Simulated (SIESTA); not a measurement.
Runs of SIESTA 5.4.2 on GaGe. The structure is cubic, space group F-43m (No. 216). The conventional cell has a = 5.796 Å, b = 5.796 Å, c = 5.796 Å, α = 90.00°, β = 90.00°, γ = 90.00°. Around Ge (site symmetry -43m) lie 4 Ga at 2.51 Å. Ga (site symmetry -43m) has 4 Ge at 2.51 Å as nearest neighbours. The cell comes from a database or a generator and needn't be the stable form of this composition.

| task | level | potentials or basis | cell | k mesh | broadening (eV) | window to (eV) | polarisation | direction | optical mesh offset | grid cutoff | gap on the mesh (eV) | pressure (GPa) |
| --- | --- | --- | --- | --- | --- | --- | --- | --- | --- | --- | --- | --- |
| band structure | vdW-DF2 | PseudoDojo 0.4 standard (PBE files), DZP (energy shift 0.003 Ry; two zetas on semicore shells) | as given | 8 × 8 × 8 | - | - | - | - | - | 800 Ry | none | 5.6 |
| band structure | optB88-vdW | PseudoDojo 0.4 standard (PBE files), DZP (energy shift 0.003 Ry; two zetas on semicore shells) | as given | 8 × 8 × 8 | - | - | - | - | - | 800 Ry | none | 1.0 |
| optical spectrum | PBEsol | PseudoDojo 0.4 standard (PBEsol files), DZP (energy shift 0.003 Ry; two zetas on semicore shells) | as given | 8 × 8 × 8 | 0.3 eV | 40 eV | polarized | 0.0 0.0 1.0 | true | 800 Ry | none | -1.7 |
| band structure | VV10 | PseudoDojo 0.4 standard (PBE files), DZP (energy shift 0.003 Ry; two zetas on semicore shells) | as given | 8 × 8 × 8 | - | - | - | - | - | 800 Ry | none | 1.5 |
| relaxation of cell and atoms | PBEsol | PseudoDojo 0.4 standard (PBEsol files), DZP (energy shift 0.003 Ry; two zetas on semicore shells) | relaxed | 6 × 6 × 6 | - | - | - | - | - | 1200 Ry | none | 0.0 |
| band structure | vdW-DF-cx | PseudoDojo 0.4 standard (PBE files), DZP (energy shift 0.003 Ry; two zetas on semicore shells) | as given | 8 × 8 × 8 | - | - | - | - | - | 800 Ry | none | (b) |
| band structure | vdW-DF | PseudoDojo 0.4 standard (PBE files), DZP (energy shift 0.003 Ry; two zetas on semicore shells) | as given | 8 × 8 × 8 | - | - | - | - | - | 800 Ry | none | 4.0 |
| band structure | vdW-DF-C09 | PseudoDojo 0.4 standard (PBE files), DZP (energy shift 0.003 Ry; two zetas on semicore shells) | as given | 8 × 8 × 8 | - | - | - | - | - | 800 Ry | none | (a) |

Alike in all rows: no spin polarisation; smearing fermi-dirac 0.05 eV; energy shift 0.003 Ry.

**Question.** Fill in the values left out.

**Answer.** (a) -0.9; (b) -0.5.

Caveats: the basis of atomic orbitals isn't converged, which shifts pressures, moduli and gaps; the potentials were made for another functional, which shifts forces and pressure (some runs); the basis holds too few empty states to meet the f-sum rule, so the spectrum is short of weight at high energy (some runs); spectra need much finer meshes, so this one isn't converged (some runs); independent-particle spectra lack excitons (some runs); the intraband (Drude) part of a metal's response may be missing (some runs); the non-local part is tabulated coarsely and may be off by about a percent (some runs).

A k mesh can miss the band edges, and the runs leave out spin-orbit coupling on Ga, Ge.

A gap of «none» marks a metal or a gap under the smearing width.

Runs at the PBE level aren't shown here.
